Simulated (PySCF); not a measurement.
# H6LaN (La(H)3(NH3)): the cost of one run

Method: several levels, as the steps say, no spin–orbit coupling; program: PySCF 2.14.0.

1 further run of the same task is left out (for a known fault of the program).

## Step 1: The system as given

8 atoms, charge 0, spin multiplicity 1.

Bond lengths: La1–H2 2.148 Å, La1–H3 2.148 Å, La1–H4 2.148 Å, La1–N5 2.692 Å, N5–H6 1.023 Å, N5–H7 1.023 Å, N5–H8 1.023 Å. Angles: H2–La1–H3 116.9°, H2–La1–H4 116.9°, H2–La1–N5 100.3°, H3–La1–H4 116.9°, H3–La1–N5 100.3°, H4–La1–N5 100.3°, La1–N5–H6 112.8°, La1–N5–H7 112.8°, La1–N5–H8 112.8°, H6–N5–H7 105.9°, H6–N5–H8 105.9°, H7–N5–H8 105.9°.

Geometry (Å):

```
La    0.2614   -0.2614    0.2614
H     1.3457    1.2430    1.3457
H    -1.2430   -1.3457    1.3457
H     1.3457   -1.3457   -1.2430
N    -1.2927    1.2927   -1.2927
H    -1.9065    1.9065   -0.7523
H    -0.7523    1.9065   -1.9065
H    -1.9065    0.7523   -1.9065
```

Formal oxidation states: La +3. The 4f shell is empty and lies in the core potential. An earlier session relaxed this geometry at PBE0, La lcecp-1-SVP with ECP46, H def2-SVP, N def2-SVP (singlet, point group C3v).

At PBE0 on the finer grid: E = -89.769699 Eh, HOMO -6.05 eV, LUMO -0.73 eV, Mulliken charge on La1 +0.69 e, largest force component 0.006 eV/Å. The large-core potential holds the 4f shell empty.

Levels to run: M06-L; revPBE; PBE0, TZVP. Hardware: 2 threads of Arm Neoverse V1, shared host.

## Step 2: M06-L

run.py (the lines that set the calculation)

```python
mol = gto.M(atom='''
La     0.26142    -0.26142     0.26142
H      1.34570     1.24296     1.34570
H     -1.24296    -1.34570     1.34570
H      1.34570    -1.34570    -1.24296
N     -1.29273     1.29273    -1.29273
H     -1.90650     1.90650    -0.75226
H     -0.75226     1.90650    -1.90650
H     -1.90650     0.75226    -1.90650''',
    basis={'La': 'lcecp-1-SVP', 'H': 'def2-SVP', 'N': 'def2-SVP'},
    ecp={'La': 'lcecp-1-SVP'},
    charge=0, spin=0)
mf = dft.RKS(mol, xc='M06L')
mf.grids.atom_grid = (75, 302)  # f atoms: unpruned, at least (60, 302)
mf = mf.density_fit()  # fitting sets: La AutoAux, H def2-universal-JKFIT, N def2-universal-JKFIT
mf.conv_tol = 1e-08; mf.max_cycle = 55
mf.kernel(dm0)  # dm0: the density of the relaxed state
```

Started as:

```
OMP_NUM_THREADS=2 python run.py
```

**Question.** How long does this run take on 2 threads of Arm Neoverse V1, shared host?

About 5.3 s.
